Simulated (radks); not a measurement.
**Xe⁺ in [Kr] 4d10 5s2 5p5: an all-electron calculation**

One table from this session's results is given with a row withheld; the runs are named, their logs left out.

Program: radks (a radial shooting solver on a logarithmic mesh, Libxc functionals) version 1. Level of theory: Dirac Kohn-Sham, PBEsol, spin-unpolarised, spherical densities, point nucleus; open shells are shared between the two j in proportion to 2j + 1. These are calculated values, not measurements, unless marked.

## Starting point

- element: xenon (Z = 54)
- charge: +1
- electrons: 53
- configuration: [Kr] 4d10 5s2 5p5

The outer shells:

Xe⁺
```
[Kr] core
4d [↑↓][↑↓][↑↓][↑↓][↑↓]
5s [↑↓]
5p [↑↓][↑↓][↑ ]
```

Set-up of the first run:

Input:

```text
Z 54
configuration [Kr] 4d10 5s2 5p5 6s0 4f0 5d0 6p0
relativity Dirac
functional pbe_sol,pbe_sol
spin unpolarised
j_filling average
nucleus point
c 137.035999084
```

Run with:

```console
$ python run_ks.py task.json out
```

All runs below come from this command, one after another.

Among the steps run: Self-consistent calculation.

One of the session's tables, all rows but one given; the rest of the session is left out.

It belongs to the step «Shells». Sizes of the orbitals, from the radial functions (bohr):

| level | <r> | outermost maximum (interpolated) | 90 % within | nodes |
| --- | --- | --- | --- | --- |
| 1s1/2 | 0.02666 | 0.0172 | 0.0480 | 0 |
| 2s1/2 | 0.1142 | 0.0971 | 0.177 | 1 |
| 2p1/2 | 0.09623 | 0.0744 | 0.158 | 0 |
| 2p3/2 | 0.1020 | 0.0793 | 0.166 | 0 |
| 3s1/2 | 0.3062 | 0.279 | 0.450 | 2 |
| 3p1/2 | 0.2963 | 0.266 | 0.446 | 1 |
| 3p3/2 | ? | ? | ? | ? |
| 3d3/2 | 0.2788 | 0.224 | 0.438 | 0 |
| 3d5/2 | 0.2825 | 0.227 | 0.443 | 0 |
| 4s1/2 | 0.7168 | 0.661 | 1.03 | 3 |
| 4p1/2 | 0.7459 | 0.677 | 1.09 | 2 |
| 4p3/2 | 0.7739 | 0.701 | 1.13 | 2 |
| 4d3/2 | 0.8703 | 0.744 | 1.32 | 1 |
| 4d5/2 | 0.8812 | 0.752 | 1.34 | 1 |
| 5s1/2 | 1.824 | 1.61 | 2.64 | 4 |
| 5p1/2 | 2.121 | 1.82 | 3.13 | 3 |
| 5p3/2 | 2.215 | 1.90 | 3.27 | 3 |
| 5d3/2 | 3.887 | 2.97 | 6.11 | 2 |

Q: Estimate the row for 3p3/2 from the others.

**Answer.** <r>: 0.3080; outermost maximum (interpolated): 0.277; 90 % within: 0.462; nodes: 1. In the column «<r>» it lies between 3s1/2 (0.3062) and 4s1/2 (0.7168).

To keep in mind: Spin polarisation and multiplet splitting are left out.
